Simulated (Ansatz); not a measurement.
**BN2H5 (SMILES NBN): BLYP/6-311+G(d,p)**

What is the electronic atomisation energy of BN2H5 at BLYP/6-311+G**? 

Program for the calculation: Ansatz 0.2.0.

41 further runs of the same task are left out: 41 set aside as unsound or not needed.

### Step 1. Starting point

BN2H5: 8 atoms, total charge 0, spin state singlet. As SMILES, `NBN`. Geometry: relaxed at PBE0-D4/def2-TZVP.

Bond lengths: N1–B2 1.409 Å, B2–N3 1.409 Å, N1–H4 1.005 Å, N1–H5 1.002 Å, B2–H6 1.200 Å, N3–H7 1.003 Å, N3–H8 1.005 Å. Angles: N1–B2–N3 122.9°, N1–B2–H6 118.5°, N3–B2–H6 118.5°, B2–N1–H4 124.5°, B2–N1–H5 121.9°, B2–N3–H7 121.9°, B2–N3–H8 124.5°, H4–N1–H5 113.6°, H7–N3–H8 113.6°.

### Step 2. A single-point energy at BLYP/6-311+G(d,p)

molecule.yaml reads:

```yaml
crystal:
  periodic: [false, false, false]
  atoms:
    - symbol: N
      position_ang: [-0.971000, 0.516500, -0.581100]
    - symbol: B
      position_ang: [0.194200, 0.386600, 0.200500]
    - symbol: N
      position_ang: [0.848200, -0.845200, 0.401400]
    - symbol: H
      position_ang: [-1.426800, -0.244500, -1.053400]
    - symbol: H
      position_ang: [-1.423900, 1.400900, -0.713700]
    - symbol: H
      position_ang: [0.649700, 1.368600, 0.718000]
    - symbol: H
      position_ang: [1.676700, -0.919800, 0.960900]
    - symbol: H
      position_ang: [0.545000, -1.720300, 0.011600]
basis:
  gaussian:
    orbitals: 6-311+G_st__st_.json
hamiltonian:
  xc: {name: BLYP}
accuracy: high
output: {orbitals: {seedname: orbitals}}
```

The basis set 6-311+G** is read from a file made from the Basis Set Exchange's data (not shown).

On the command line:

```
ansatz run molecule.yaml --threads 1 --pin off --max-ram 3480MiB --events-out events.jsonl --progress --plain --runs-dir runs
```

What it wrote:

```text
Warning: RAYON_NUM_THREADS=1 ignored (pool sized by the plan → 1); use --threads N
Functional definition: BLYP
  name "BLYP"
  parameter beta = 0.0042
  parameter a = 0.04918
  parameter b = 0.132
  parameter c = 0.2533
  parameter d = 0.349
  exchange = b88_x(beta = beta)
  correlation = lyp_c(a = a, b = b, c = c, d = d)
1919 factors; integrals over basis functions are off by at most 3.4e-9 eV
mean field evaluation 1: about -3721.5366 eV, gradient 9.8e1 eV
mean field evaluation 2: about -3640.4710 eV, gradient 1.8e2 eV
mean field evaluation 4: about -3739.7881 eV, gradient 5.3e0 eV
mean field evaluation 8: about -3739.8426 eV, gradient 6.1e-1 eV
mean field evaluation 16: about -3739.8437 eV, gradient 1.5e-5 eV
mean field -3739.84365487 eV, -137.4367193595 hartree, gradient 1.7e-8 eV, S^2 0.000000; 0 other end points of the search recorded, 0 dependent functions left out
reference -3739.84371041 eV, -137.4367214003 hartree; 12, 12 occupied and 84, 84 virtual orbitals, 1919 factors
Total energy: -3739.84371041 eV, -137.4367214003 hartree
```

Run time: 3.3 s. Hardware: 1 thread of Intel Xeon 6975P-C (Granite Rapids), shared host; peak memory 0.24 GiB.

### Step 3. The B atom, same level

input.yaml reads:

```yaml
basis:
  gaussian: {orbitals: 6-311+G_st__st_.json}
crystal:
  periodic: [false, false, false]
  atoms:
    - {symbol: B, position_ang: [0.000000, 0.000000, 0.000000]}
magnetization: {spin_polarized: true, initial_magnetization: 1}
hamiltonian: {xc: {name: BLYP}}
accuracy: high
```

The basis set 6-311+G** is read from a file made from the Basis Set Exchange's data (not shown).

Run the same way, it converges to -24.65004 Eh (log not shown).

### Step 4. The H atom, same level

run.yaml reads:

```yaml
crystal:
  periodic: [false, false, false]
  atoms:
    - {symbol: H, position_ang: [0.000000, 0.000000, 0.000000]}
basis:
  gaussian: {orbitals: 6-311+G_st__st_.json}
magnetization: {spin_polarized: true, initial_magnetization: 1}
hamiltonian: {xc: {name: BLYP}}
accuracy: high
```

The basis set 6-311+G** is read from a file made from the Basis Set Exchange's data (not shown).

Run the same way, it converges to -0.49755 Eh (log not shown).

### Step 5. The N atom at the same level

input.yaml reads:

```yaml
basis:
  gaussian:
    orbitals: 6-311+G_st__st_.json
crystal:
  periodic: [false, false, false]
  atoms:
    - {symbol: N, position_ang: [0.000000, 0.000000, 0.000000]}
magnetization:
  spin_polarized: true
  initial_magnetization: 3
hamiltonian:
  xc: {name: BLYP}
accuracy: high
```

The basis set 6-311+G** is read from a file made from the Basis Set Exchange's data (not shown).

Run the same way, it converges to -54.58643 Eh (log not shown).

### Step 6. Summary of results

Level: BLYP/6-311+G**.

| quantity | value |
| --- | --- |
| molecule: total energy | -137.43672 Eh |
| molecule: HOMO energy | -5.44 eV |
| molecule: LUMO energy | -0.48 eV |
| molecule: HOMO–LUMO gap | 4.96 eV |
| B atom: total energy | -24.65004 Eh |
| B atom: ⟨S²⟩ | 0.752 |
| H atom: total energy | -0.49755 Eh |
| H atom: ⟨S²⟩ | 0.750 |
| N atom: total energy | -54.58643 Eh |
| N atom: ⟨S²⟩ | 3.753 |
| electronic atomisation energy | 30.641 eV |

Taking the molecule apart into free atoms costs 30.64 eV (2956 kJ/mol), before zero-point energy and without spin-orbit coupling.
